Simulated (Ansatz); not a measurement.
# RuSiH2 (singlet): wave-function methods side by side, def2-SVP

The task here is to estimate one member of a computed series from the others.

Method: def2-SVP, core rule «outside noble gas», up to 9 orbitals frozen; program: Ansatz 0.2.0, Gaussian basis.

To be run: UHF; CCSD(T) on RHF; CCSD(T) on UHF; CISD; CCSDT(Q) on RHF; CASSCF and MRCISD+Q, 8 electrons in 8 orbitals; CASSCF and NEVPT2, 8 electrons in 8 orbitals.

13 further runs of the same task are left out: 2 that didn't finish, 11 set aside as unsound or not needed.

### The geometry

The geometry is a PBE0/def2-TZVP stationary point (not a proven minimum). No spin-orbit coupling is included. Elements past krypton take def2 core potentials.

4 atoms, charge 0, spin multiplicity 1.

Atoms are counted from 1 here; the program's logs count them from 0.

Bond lengths: Ru1–Si2 2.128 Å, Si2–H3 1.503 Å, Si2–H4 1.503 Å. Angles: Ru1–Si2–H3 129.4°, Ru1–Si2–H4 129.4°, H3–Si2–H4 101.3°.

Set-up of the first run:

Contents of in.yaml:

```yaml
crystal:
  periodic: [false, false, false]
  atoms:
    - {symbol: Ru, position_ang: [0.000000, 0.000000, 0.503040]}
    - {symbol: Si, position_ang: [0.000000, 0.000000, -1.625164]}
    - {symbol: H, position_ang: [0.000000, -1.162253, -2.578865]}
    - {symbol: H, position_ang: [0.000000, 1.162253, -2.578865]}
basis:
  gaussian: {orbitals: def2-SVP}
magnetization: {spin_polarized: true, initial_magnetization: 0}
hamiltonian: {xc: hf}
output: {orbitals: {seedname: orbitals}}
```

Launch:

```
$ ansatz run in.yaml --threads 1 --pin off --events-out ev --progress --plain --max-ram 2393MiB
```

Steps of the session up to this table: UHF; CCSD(T) on RHF; CCSD(T) on UHF; CISD; CCSDT(Q) on RHF; CASSCF and MRCISD+Q, 8 electrons in 8 orbitals; CASSCF and NEVPT2, 8 electrons in 8 orbitals.

One table of the session follows, with a row left open; its other results are not shown here.

| method | from RCCSDT(Q) (meV) |
| --- | --- |
| RHF | +9678.4 |
| RMP2 | +1187.1 |
| UMP2 | +1254.3 |
| CISD | +1889.8 |
| RCCSD | +810.9 |
| UCCSD | -64.0 |
| RCCSD(T) | +264.3 |
| UCCSD(T) | ? |
| RCCSDT | +121.7 |
| RCCSDT(Q) | 0 |
| CASSCF frontier | +7007.5 |
| NEVPT2 frontier | +1115.8 |
| MRCISD frontier | +818.3 |
| MRCISD+Q frontier | +173.7 |

**Question.** Estimate the row for UCCSD(T).

The run gave: from RCCSDT(Q) (meV): -568.5. In the column «from RCCSDT(Q) (meV)» it is the lowest.

Left out of the table: UHF (another determinant or state than the rows shown).

To keep in mind: The determinant is far from a pure spin state, so its energy mixes those of several spin states (harmless only where they are near-degenerate, as at dissociation). The program flags UCCSD(T) as in doubt, so those rows may rest on another solution; read them beside their warnings. Warnings: restricted reference is unstable; spin contamination; coupled cluster took another determinant than the lowest; large T1 diagnostic. Restricted and unrestricted rows rest on different reference determinants; where their highest levels disagree by more than a few hundredths of an eV, they describe different states and don't form one ladder.
